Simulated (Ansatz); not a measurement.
# Pt (bcc type): the cost of one run

Method: DFT LDA, with the methods named in each step, in Ansatz 0.2.0.

This is Pt in the bcc structure; at room conditions it is fcc.

## 1. The starting structure

The structure is cubic, space group Im-3m (No. 229). Conventional cell: a = 3.103 Å, b = 3.103 Å, c = 3.103 Å, α = 90.00°, β = 90.00°, γ = 90.00°. Pt (site symmetry m-3m) has 8 Pt at 2.69 Å in its first shell of neighbours.

As a file:

```cif
data_structure
_symmetry_space_group_name_H-M 'Im-3m'
_symmetry_Int_Tables_number 229
_cell_length_a 3.1029
_cell_length_b 3.1029
_cell_length_c 3.1029
_cell_angle_alpha 90.000
_cell_angle_beta 90.000
_cell_angle_gamma 90.000
_cell_volume 29.88
loop_
_atom_site_label
_atom_site_type_symbol
_atom_site_symmetry_multiplicity
_atom_site_Wyckoff_symbol
_atom_site_fract_x
_atom_site_fract_y
_atom_site_fract_z
_atom_site_occupancy
Pt1 Pt 2 a 0.00000 0.00000 0.00000 1
```

The file gives the conventional cell by its symmetry; the runs use the cell typed in the input.

Whether this phase is the stable one at these pressures isn't tested.

## 2. The reference volume, LAPW

Input file input.yaml:

```yaml
crystal:
  lattice:
    - [-1.5514557101, 1.5514557101, 1.5514557101]
    - [1.5514557101, -1.5514557101, 1.5514557101]
    - [1.5514557101, 1.5514557101, -1.5514557101]
  atoms:
    - { symbol: Pt, position: [0.0, 0.0, 0.0] }
kpoints:
  mp_grid: { grid: [19, 19, 19] }
  band_path:
    path:
      - [0.0, 0.0, 0.0]
      - [0.5, -0.5, 0.5]
      - [0.0, 0.0, 0.5]
      - [0.0, 0.0, 0.0]
      - [0.25, 0.25, 0.25]
      - [0.5, -0.5, 0.5]
      - [0.25, 0.25, 0.25]
      - [0.0, 0.0, 0.5]
    npoints: 14
scf:
  occupations: { method: fermi_dirac, width: 0.1 }
hamiltonian:
  xc: lda
  pseudopotentials: { kind: all_electron, lapw: { basis_error: 0.001 } }
output:
  forces: true
  stress: true
  eigenvalues: true
  populations: true
  dos: { projected: true, de: 0.2, e_range: [-14, 8] }
```

Command:

```sh
> ansatz run input.yaml --threads 1 --pin off --max-ram 2048MiB --backend cpu --events-out ev --progress --plain --runs-dir out
```

What time and memory should one allow on 1 thread of Arm Neoverse V1, shared host?

About 40 s, with a peak of 0.46 GiB.
